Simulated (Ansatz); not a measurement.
# Ga2SiH+ (singlet): from Hartree-Fock to the top rungs, cc-pVDZ

An exercise on one series of results from a longer session: the logs are not shown, and one member is left open.

Method: cc-pVDZ, core rule «outside noble gas», up to 33 orbitals frozen; program: Ansatz 0.2.0, Gaussian basis.

The runs, in order: UHF; CCSD(T) on RHF; CCSD(T) on UHF; BCCD(T) on RHF; CISD; CCSDT(Q) on RHF; CCSDT(Q) on UHF; CASSCF and MRCISD+Q, 8 electrons in 8 orbitals; CASSCF and NEVPT2, 8 electrons in 8 orbitals.

27 further runs of the same task are left out: 2 for a known fault of the program, 13 that didn't finish, 12 set aside as unsound or not needed. Runs told in other sessions of the task aren't counted.

## What is computed

The geometry is a PBE0/def2-TZVP stationary point (not a proven minimum) of the parent state, kept for this charge and spin. No spin-orbit coupling is included. The filled d shell of Ga may be among the frozen orbitals whatever the setting's name suggests.

4 atoms, charge 1, spin multiplicity 1.

Atoms are counted from 1 here; the program's logs count them from 0.

Bond lengths: Ga1–Si2 2.533 Å, Si2–Ga3 2.533 Å, Si2–H4 1.526 Å. Angles: Ga1–Si2–Ga3 167.3°, Ga1–Si2–H4 96.3°, Ga3–Si2–H4 96.4°.

Set-up of the first run:

Contents of in.yaml:

```yaml
crystal:
  periodic: [false, false, false]
  atoms:
    - {symbol: Ga, position_ang: [-0.000002, -0.521534, 2.517171]}
    - {symbol: Si, position_ang: [-0.000013, -0.241379, -0.000032]}
    - {symbol: Ga, position_ang: [-0.000002, -0.521533, -2.517195]}
    - {symbol: H, position_ang: [0.000016, 1.284446, 0.000056]}
basis:
  gaussian: {orbitals: cc-pVDZ}
total_charge: 1
magnetization: {spin_polarized: true, initial_magnetization: 0}
hamiltonian: {xc: hf}
output: {orbitals: {seedname: orbitals}}
```

Run with:

```sh
ansatz run in.yaml --threads 1 --pin off --events-out ev --progress --plain --max-ram 2393MiB
```

Steps of the session up to this table: UHF; CCSD(T) on RHF; CCSD(T) on UHF; BCCD(T) on RHF; CISD; CCSDT(Q) on RHF; CCSDT(Q) on UHF; CASSCF and MRCISD+Q, 8 electrons in 8 orbitals; CASSCF and NEVPT2, 8 electrons in 8 orbitals.

One table of the session follows, with a row left open; its other results are not shown here.

It belongs to the step «Misses and costs». 

| method | from RCCSDT(Q) (meV) |
| --- | --- |
| RHF | +5664.8 |
| UHF | ? |
| RMP2 | +1535.4 |
| UMP2 | +1132.9 |
| CISD | +832.1 |
| RCCSD | +221.0 |
| UCCSD | -103.7 |
| RCCSD(T) | +56.9 |
| UCCSD(T) | -301.0 |
| BCCD(T) | +56.3 |
| RCCSDT | +15.3 |
| UCCSDT | -409.9 |
| RCCSDT(Q) | 0 |
| UCCSDT(Q) | -456.3 |
| CASSCF frontier | +4144.1 |
| NEVPT2 frontier | +1178.2 |
| MRCISD frontier | +338.3 |
| MRCISD+Q frontier | -115.2 |

Estimate the missing values for UHF.

As computed: from RCCSDT(Q) (meV): +4900.9. In the column «from RCCSDT(Q) (meV)» it lies between CASSCF frontier (+4144.1) and RHF (+5664.8).

The program flags UCCSD(T), UCCSDT(Q) as in doubt (see the logs), so read those rows with care; the flags are large difference.

Caveats from the session: The determinant of HF (⟨S²⟩ 1.17) is far from a pure spin state, so its energy mixes those of several spin states; that is harmless only where they are near-degenerate. The determinant of CCSD(T) (⟨S²⟩ 1.17) is far from a pure spin state, so its energy mixes those of several spin states; high orders of coupled cluster remove much of that, low ones don't. The determinant of CCSDT(Q) (⟨S²⟩ 1.17) is far from a pure spin state, so its energy mixes those of several spin states; high orders of coupled cluster remove much of that, low ones don't. The program flags UCCSD(T), UCCSDT(Q) as in doubt, so read those rows with care; the flags are large difference. Warnings: restricted reference is unstable; spin contamination. Restricted and unrestricted rows rest on different reference determinants; a gap between their highest levels can come from leftover correlation error, from unlike frozen cores or from another state.
